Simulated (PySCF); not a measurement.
# C3H8Si: the cost of one run

Computed with PySCF 2.14.0, with density-fitted response routines of our own, on a single molecule in the gas phase. Atoms are numbered from 0 throughout.

## 1. The starting structure

12 atoms, charge 0, multiplicity 1; geometry from: GFN2-xTB. The atoms were then displaced at random by about 0.01 Å, so the start is not that level's minimum.

Bonds of the start (Å): Si0–C1 1.90, C1–C2 1.52, C2–C3 1.50, C3–C1 1.48, Si0–H4 1.46, Si0–H5 1.43, Si0–H6 1.48, C1–H7 1.08, C2–H8 1.08, C2–H9 1.06, C3–H10 1.11, C3–H11 1.07.

## 2. Optimising the geometry at PBE0-D3(BJ)/def2-SVP

Job settings and geometry (Å):

```
{"job": {"xc": "PBE0", "basis": "def2-SVP", "d3": "d3bj", "grid": 1, "shake": 0.01, "kind": "geom"}, "charge": 0, "multiplicity": 1}
Si     1.679690    -0.156800    -0.326120
C      0.004900    -0.147840     0.574740
C     -1.261820    -0.587010    -0.137430
C     -1.025260     0.855420     0.220190
H      2.541550     0.852560     0.277270
H      2.258280    -1.458780    -0.252190
H      1.439860     0.221960    -1.732710
H      0.072310    -0.400550     1.623320
H     -1.970840    -1.157080     0.442330
H     -1.173670    -0.869240    -1.158870
H     -1.666620     1.265660     1.029930
H     -0.858690     1.553440    -0.569470
```

Run with:

```bash
> OMP_NUM_THREADS=1 python probes_run.py task.json out
```

This one command runs all jobs of the session in turn.

Q: Estimate the wall time and peak memory of this first job on 1 thread of Arm Neoverse V1, shared host.

About 13 s, with a peak of 0.41 GiB.
